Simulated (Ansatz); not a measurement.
**A workflow on C2H7AlFN (SMILES C[N](C)[AlH][F])**

Aim: a structure relaxation (singlet C2H7AlFN, B3LYP-D3(BJ)-ATM/STO-3G), then the harmonic vibrations (singlet C2H7AlFN, B3LYP-D3(BJ)-ATM/STO-3G), then a single-point energy (singlet C2H7AlFN, SPW92/cc-pVDZ), then the energy (doublet C2H7AlFN+, USPW92/cc-pVDZ), then a geometry optimisation (doublet C2H7AlFN+, UB3LYP-D3(BJ)-ATM/STO-3G) of C2H7AlFN. 

The calculation is run with Ansatz 0.2.0.

### 1 The system as given

C2H7AlFN: 12 atoms, total charge 0, spin state singlet. As SMILES, `C[N](C)[AlH][F]`. All atoms were displaced at random from a relaxed shape. The run starts from this shape.

Bond lengths: C1–N2 1.505 Å, N2–C3 1.430 Å, N2–Al4 1.659 Å, Al4–F5 1.630 Å, C1–H6 1.138 Å, C1–H7 1.109 Å, C1–H8 1.095 Å, C3–H9 1.084 Å, C3–H11 1.091 Å, Al4–H12 1.680 Å. Some angles: C1–N2–C3 103.6°, C1–N2–Al4 117.3°, C3–N2–Al4 138.4°, N2–Al4–F5 125.7°, N2–C1–H6 107.4°, N2–C1–H7 110.8°, N2–C1–H8 112.9°, N2–C3–H9 110.8°, N2–C3–H11 120.3°, N2–Al4–H12 118.2°. A long bond or contact: C3–H10 1.332 Å.

### 2 A structure relaxation at B3LYP-D3(BJ)-ATM/STO-3G (run 1)

Contents of input.yaml:

```yaml
crystal:
  periodic: [false, false, false]
  atoms:
    - symbol: C
      position_ang: [-1.038684, -0.890109, 0.253428]
    - symbol: "N"
      position_ang: [0.066521, 0.103772, 0.019184]
    - symbol: C
      position_ang: [1.211317, -0.524270, 0.601886]
    - symbol: Al
      position_ang: [-0.274709, 1.405154, -0.951527]
    - symbol: F
      position_ang: [-1.754128, 1.829975, -1.487765]
    - symbol: H
      position_ang: [-1.244114, -0.913448, 1.372343]
    - symbol: H
      position_ang: [-0.768479, -1.883517, -0.158136]
    - symbol: H
      position_ang: [-2.013677, -0.533318, -0.095958]
    - symbol: H
      position_ang: [1.213588, -0.397264, 1.678200]
    - symbol: H
      position_ang: [2.053137, 0.451401, 0.266466]
    - symbol: H
      position_ang: [1.597282, -1.457214, 0.188792]
    - symbol: H
      position_ang: [0.962818, 2.489687, -1.291330]
basis:
  gaussian:
    orbitals: STO-3G
hamiltonian:
  xc: {name: B3LYP}
  dispersion: d3bjatm
relax: {}
```

Run with:

```bash
$ ansatz run input.yaml --threads 1 --pin off --max-ram 2610MiB --events-out events.jsonl --progress --plain --runs-dir runs
```

Standard output:

```text
Warning: RAYON_NUM_THREADS=1 ignored (pool sized by the plan → 1); use --threads N
The last accepted step is kept in runs//last_step.txt (removed where the run ends without a failure and the disk answers)
[... 71 lines left out ...]
Total energy: -12829.86906936 eV, -471.4889919015 hartree
[... 12 lines left out ...]
Dipole moment:     0.067543    -0.001394     0.017985 e Å
```

Wall time 28 s (1 thread of Intel Xeon Platinum 8259CL at 2.50GHz (Skylake/Cascade Lake), shared host); peak memory 0.17 GiB.

Step by step:

| step | energy from the first frame kept (eV) | largest force (eV/Å) |
| --- | --- | --- |
| 1 | 0.0000 | 9.4698 |
| 2 | -1.8548 | 1.8372 |
| 3 | -1.9833 | 1.0348 |
| 4 | -2.0170 | 0.5006 |
| 5 | -2.0205 | 0.0605 |
| 6 | -2.0209 | 0.0270 |
| 7 | -2.0209 | 0.0106 |
| 8 | -2.0209 | 0.0281 |
| 9 | -2.0209 | 0.0043 |

After the run. Bond lengths: C1–N2 1.486 Å, N2–C3 1.485 Å, N2–Al4 1.746 Å, Al4–F5 1.632 Å, C1–H6 1.111 Å, C1–H7 1.111 Å, C1–H8 1.105 Å, C3–H9 1.111 Å, C3–H10 1.105 Å, C3–H11 1.111 Å, Al4–H12 1.491 Å. Some angles: C1–N2–C3 111.9°, C1–N2–Al4 123.2°, C3–N2–Al4 124.9°, N2–Al4–F5 114.4°, N2–C1–H6 112.3°, N2–C1–H7 112.3°, N2–C1–H8 109.3°, N2–C3–H9 112.2°, N2–C3–H10 109.8°, N2–C3–H11 112.2°.

### 3 The harmonic vibrations at B3LYP-D3(BJ)-ATM/STO-3G (run 2)

Contents of in.yaml:

```yaml
basis:
  gaussian: {orbitals: STO-3G}
crystal:
  periodic: [false, false, false]
  atoms:
    - symbol: C
      position_ang: [-1.086421, -0.879717, 0.290186]
    - symbol: N
      position_ang: [0.013189, 0.069444, -0.023081]
    - symbol: C
      position_ang: [1.305451, -0.366625, 0.563513]
    - symbol: Al
      position_ang: [-0.215617, 1.517922, -0.970515]
    - symbol: F
      position_ang: [-1.745493, 1.748428, -1.489931]
    - symbol: H
      position_ang: [-1.254576, -0.983212, 1.383343]
    - symbol: H
      position_ang: [-0.888278, -1.898866, -0.104838]
    - symbol: H
      position_ang: [-2.025355, -0.515127, -0.165230]
    - symbol: H
      position_ang: [1.258472, -0.444977, 1.670785]
    - symbol: H
      position_ang: [2.096290, 0.361887, 0.310017]
    - symbol: H
      position_ang: [1.624985, -1.360401, 0.183120]
    - symbol: H
      position_ang: [0.928226, 2.432093, -1.251785]
hamiltonian: {xc: {name: B3LYP}, dispersion: d3bjatm}
phonons: {}
```

Run with:

```bash
$ ansatz run in.yaml --threads 1 --pin off --max-ram 2610MiB --events-out events.jsonl --progress --plain --runs-dir runs
```

Standard output:

```text
Warning: RAYON_NUM_THREADS=1 ignored (pool sized by the plan → 1); use --threads N
[... 389 lines left out ...]
Total energy: -12829.86907058 eV, -471.4889919461 hartree
[... 12 lines left out ...]
Dipole moment:     0.067543    -0.001395     0.017986 e Å
Vibrations: 112.89 132.42 141.35 227.10 254.14 318.74 379.81 518.18 683.88 755.50 982.78 1086.31 1150.84 1184.26 1232.28 1278.98 1424.32 1587.90 1614.63 1666.89 1668.22 1703.38 1712.03 2516.83 3226.63 3230.02 3354.39 3359.19 3421.13 3428.42 cm⁻¹, zero-point energy 2.749563 eV
```

It took 2.3 min on 1 thread of Intel Xeon Platinum 8259CL at 2.50GHz (Skylake/Cascade Lake), shared host; peak memory 0.13 GiB.

### 4 A single-point energy at SPW92/cc-pVDZ (run 3)

in.yaml: that of step 3 with these lines changed.

```diff
@@ -1,3 +1 @@
-basis:
-  gaussian: {orbitals: STO-3G}
 crystal:
@@ -29,3 +27,8 @@
       position_ang: [0.928226, 2.432093, -1.251785]
-hamiltonian: {xc: {name: B3LYP}, dispersion: d3bjatm}
-phonons: {}
+basis:
+  gaussian:
+    orbitals: cc-pVDZ
+hamiltonian:
+  xc: {name: SPW92}
+output:
+  orbitals: {seedname: orbitals}
```

Run with:

```bash
$ ansatz run in.yaml --threads 1 --pin off --max-ram 2610MiB --events-out events.jsonl --progress --plain --runs-dir runs
```

Standard output:

```text
Warning: RAYON_NUM_THREADS=1 ignored (pool sized by the plan → 1); use --threads N
Functional definition: SPW92
  name "SPW92"
  exchange = slater_x
  correlation = pw_c
1353 factors; their error is unknown
mean field evaluation 1: about -12901.9087 eV, gradient 7.4e1 eV
mean field evaluation 2: about -12845.7453 eV, gradient 1.6e2 eV
mean field evaluation 4: about -12914.4528 eV, gradient 1.4e1 eV
mean field evaluation 8: about -12914.7866 eV, gradient 3.2e-1 eV
mean field evaluation 16: about -12914.7327 eV, gradient 1.7e-4 eV
mean field -12914.73274227 eV, -474.6076743583 hartree, gradient 4.3e-5 eV, S^2 0.000000; 0 other end points of the search recorded, 0 dependent functions left out
reference -12914.73278326 eV, -474.6076758645 hartree; 24, 24 occupied and 85, 85 virtual orbitals, 1353 factors
Total energy: -12914.73278326 eV, -474.6076758645 hartree
```

Run time: 1.8 s. Hardware: 1 thread of Intel Xeon Platinum 8259CL at 2.50GHz (Skylake/Cascade Lake), shared host; peak memory 0.16 GiB.

### 5 The doublet cation: the energy at USPW92/cc-pVDZ (run 4)

Contents of input.yaml:

```yaml
crystal:
  periodic: [false, false, false]
  atoms:
    - {symbol: C, position_ang: [-1.086421, -0.879717, 0.290186]}
    - {symbol: "N", position_ang: [0.013189, 0.069444, -0.023081]}
    - {symbol: C, position_ang: [1.305451, -0.366625, 0.563513]}
    - {symbol: Al, position_ang: [-0.215617, 1.517922, -0.970515]}
    - {symbol: F, position_ang: [-1.745493, 1.748428, -1.489931]}
    - {symbol: H, position_ang: [-1.254576, -0.983212, 1.383343]}
    - {symbol: H, position_ang: [-0.888278, -1.898866, -0.104838]}
    - {symbol: H, position_ang: [-2.025355, -0.515127, -0.165230]}
    - {symbol: H, position_ang: [1.258472, -0.444977, 1.670785]}
    - {symbol: H, position_ang: [2.096290, 0.361887, 0.310017]}
    - {symbol: H, position_ang: [1.624985, -1.360401, 0.183120]}
    - {symbol: H, position_ang: [0.928226, 2.432093, -1.251785]}
basis:
  gaussian: {orbitals: cc-pVDZ}
total_charge: 1
magnetization: {spin_polarized: true, initial_magnetization: 1}
hamiltonian: {xc: {name: SPW92}}
```

Run with:

```bash
$ ansatz run input.yaml --threads 1 --pin off --max-ram 2610MiB --events-out events.jsonl --progress --plain --runs-dir runs
```

Standard output:

```text
Warning: RAYON_NUM_THREADS=1 ignored (pool sized by the plan → 1); use --threads N
[... 4 set-up lines as earlier in the session ...]
1353 factors; their error is unknown
mean field evaluation 1: about -12874.9918 eV, gradient 7.7e1 eV
mean field evaluation 2: about -12645.9333 eV, gradient 1.9e2 eV
mean field evaluation 4: about -12889.1593 eV, gradient 5.6e1 eV
mean field evaluation 8: about -12906.0878 eV, gradient 2.2e0 eV
mean field evaluation 16: about -12906.0608 eV, gradient 1.3e-3 eV
mean field -12906.06079262 eV, -474.2889860865 hartree, gradient 2.5e-5 eV, S^2 0.751927; 1 other end points of the search recorded, 0 dependent functions left out
reference -12906.06083601 eV, -474.2889876810 hartree; 24, 23 occupied and 85, 86 virtual orbitals, 1353 factors
Total energy: -12906.06083601 eV, -474.2889876810 hartree
```

It took 3.3 s on 1 thread of Intel Xeon Platinum 8259CL at 2.50GHz (Skylake/Cascade Lake), shared host; peak memory 0.18 GiB.

### 6 The doublet cation: a geometry optimisation at UB3LYP-D3(BJ)-ATM/STO-3G (run 5)

Contents of job.yaml:

```yaml
crystal:
  periodic: [false, false, false]
  atoms:
    - {symbol: C, position_ang: [-1.086421, -0.879717, 0.290186]}
    - {symbol: "N", position_ang: [0.013189, 0.069444, -0.023081]}
    - {symbol: C, position_ang: [1.305451, -0.366625, 0.563513]}
    - {symbol: Al, position_ang: [-0.215617, 1.517922, -0.970515]}
    - {symbol: F, position_ang: [-1.745493, 1.748428, -1.489931]}
    - {symbol: H, position_ang: [-1.254576, -0.983212, 1.383343]}
    - {symbol: H, position_ang: [-0.888278, -1.898866, -0.104838]}
    - {symbol: H, position_ang: [-2.025355, -0.515127, -0.165230]}
    - {symbol: H, position_ang: [1.258472, -0.444977, 1.670785]}
    - {symbol: H, position_ang: [2.096290, 0.361887, 0.310017]}
    - {symbol: H, position_ang: [1.624985, -1.360401, 0.183120]}
    - {symbol: H, position_ang: [0.928226, 2.432093, -1.251785]}
basis:
  gaussian: {orbitals: STO-3G}
relax: {}
magnetization: {spin_polarized: true, initial_magnetization: 1}
total_charge: 1
hamiltonian: {xc: {name: B3LYP}, dispersion: d3bjatm}
```

Run with:

```bash
$ ansatz run job.yaml --threads 1 --pin off --max-ram 2610MiB --events-out events.jsonl --progress --plain --runs-dir runs
```

Standard output:

```text
Warning: RAYON_NUM_THREADS=1 ignored (pool sized by the plan → 1); use --threads N
[... 1 set-up line as earlier in the session ...]
[... 71 lines left out ...]
Total energy: -12824.65000330 eV, -471.2971947612 hartree
[... 12 lines left out ...]
Dipole moment:     0.328875    -0.180518     0.191646 e Å
```

It took 40 s on 1 thread of Intel Xeon Platinum 8259CL at 2.50GHz (Skylake/Cascade Lake), shared host; peak memory 0.19 GiB.

The path in brief:

| step | energy from the first frame kept (eV) | largest force (eV/Å) |
| --- | --- | --- |
| 1 | 0.0000 | 4.2769 |
| 2 | -0.2662 | 2.5008 |
| 3 | -0.3980 | 0.6046 |
| 4 | -0.4026 | 0.1253 |
| 5 | -0.4102 | 0.0626 |
| 6 | -0.4108 | 0.0306 |
| 7 | -0.4110 | 0.0479 |
| 8 | -0.4112 | 0.0205 |
| 9 | -0.4112 | 0.0079 |

After the run. Bond lengths: C1–N2 1.511 Å, N2–C3 1.509 Å, N2–Al4 1.916 Å, Al4–F5 1.614 Å, C1–H6 1.109 Å, C1–H7 1.109 Å, C1–H8 1.105 Å, C3–H9 1.109 Å, C3–H10 1.104 Å, C3–H11 1.109 Å, Al4–H12 1.483 Å. Some angles: C1–N2–C3 114.0°, C1–N2–Al4 121.4°, C3–N2–Al4 124.6°, N2–Al4–F5 104.6°, N2–C1–H6 109.1°, N2–C1–H7 109.1°, N2–C1–H8 108.9°, N2–C3–H9 109.0°, N2–C3–H10 109.7°, N2–C3–H11 109.0°.

### 7 Results

| quantity | value |
| --- | --- |
| run 1, B3LYP-D3(BJ)-ATM/STO-3G: total energy at the end | -471.48899 Eh |
| run 1, B3LYP-D3(BJ)-ATM/STO-3G: dipole moment | 0.34 D |
| run 1, B3LYP-D3(BJ)-ATM/STO-3G: dispersion energy | -37.83 kJ/mol |
| run 2, B3LYP-D3(BJ)-ATM/STO-3G: largest force on an atom | 0.004 eV/Å |
| run 2, B3LYP-D3(BJ)-ATM/STO-3G: lowest harmonic wavenumber | 113 cm⁻¹ |
| run 2, B3LYP-D3(BJ)-ATM/STO-3G: highest harmonic wavenumber | 3428 cm⁻¹ |
| run 2, B3LYP-D3(BJ)-ATM/STO-3G: zero-point energy | 265.3 kJ/mol |
| run 3, SPW92/cc-pVDZ: total energy | -474.60768 Eh |
| run 3, SPW92/cc-pVDZ: HOMO energy | -5.34 eV |
| run 3, SPW92/cc-pVDZ: LUMO energy | -1.03 eV |
| run 3, SPW92/cc-pVDZ: HOMO–LUMO gap | 4.32 eV |
| doublet cation, run 4: total energy | -474.28899 Eh |
| doublet cation, run 4: ⟨S²⟩ | 0.752 |
| doublet cation, run 5: total energy at the end | -471.29719 Eh |
| doublet cation, run 5: dispersion energy | -37.12 kJ/mol |
| doublet cation, run 5: ⟨S²⟩ | 0.754 |
| vertical ionisation energy (to the doublet cation), SPW92/cc-pVDZ | 8.672 eV |
| adiabatic ionisation energy (to the doublet cation, no zero-point term), B3LYP-D3(BJ)-ATM/STO-3G | 5.219 eV |

What this shows: At SPW92/cc-pVDZ: the vertical ionisation energy comes to 8.67 eV (200 kcal/mol). −ε(HOMO) before ionisation, 5.34 eV, is 3.33 eV below this ionisation energy. At B3LYP-D3(BJ)-ATM/STO-3G: the adiabatic ionisation energy (to the doublet cation, no zero-point term) is 5.22 eV (504 kJ/mol). In a minimal basis such a difference can be off by several eV, whatever the method. The optimisation (run 1, B3LYP-D3(BJ)-ATM/STO-3G) took 8 steps and changed the energy by -2.021 eV. All 30 modes (run 2, B3LYP-D3(BJ)-ATM/STO-3G) are real, so the shape is a minimum at this level.
